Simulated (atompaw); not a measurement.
# Sn: the cost of one run

Method: atompaw 4.2.0.5, LDA (PW92), scalar-relativistic.

## 1. The design

The settings as typed:

* element: tin (Sn, Z = 50)
* type: PAW
* frozen core: [Ar] 3d10
* valence charge: 22
* reference configuration: 4s2 4p6 4d10 5s1.5 5p2.5
* partial waves: 4s (bound): rc 1.50 bohr; 5s (bound): rc 1.55 bohr; 4p (bound): rc 1.35 bohr; 5p (bound): rc 1.60 bohr; 4d (bound): rc 1.60 bohr; 4d channel at 1.45 Ry: rc 1.40 bohr
* local potential: bessel scheme, radius 1.30 bohr
* core correction: smooth core density matched at 1.20 bohr
* augmentation charge: sinc compensation charge, radius 1.30 bohr; PAW radius 1.60 bohr; waves and projectors: custom rrkj gramschmidtortho

## 2. Generation

Input file Sn.input:

```
Sn 50
LDA-PW scalarrelativistic loggrid 1500 logderivrange -12 5 426
5 5 4 0 0 0
5 0 1.5
5 1 2.5
0 0 0
c
c
c
v
v
c
c
v
v
c
v
2
1.60 1.30 1.30 1.20
n
n
y
1.45
n
custom rrkj gramschmidtortho sinc
bessel
1.50
1.55
1.35
1.60
1.60
1.40
PWSCFOUT
UPFDX 0.0125d0 UPFXMIN -7.d0 UPFZMESH 50.d0
END
```

Launch:

```console
$ atompaw < Sn.input > Sn.log
```

**Question.** How long does this run take on 1 thread of Intel Xeon Platinum 8259CL at 2.50GHz, shared host?

About 6.9 s.
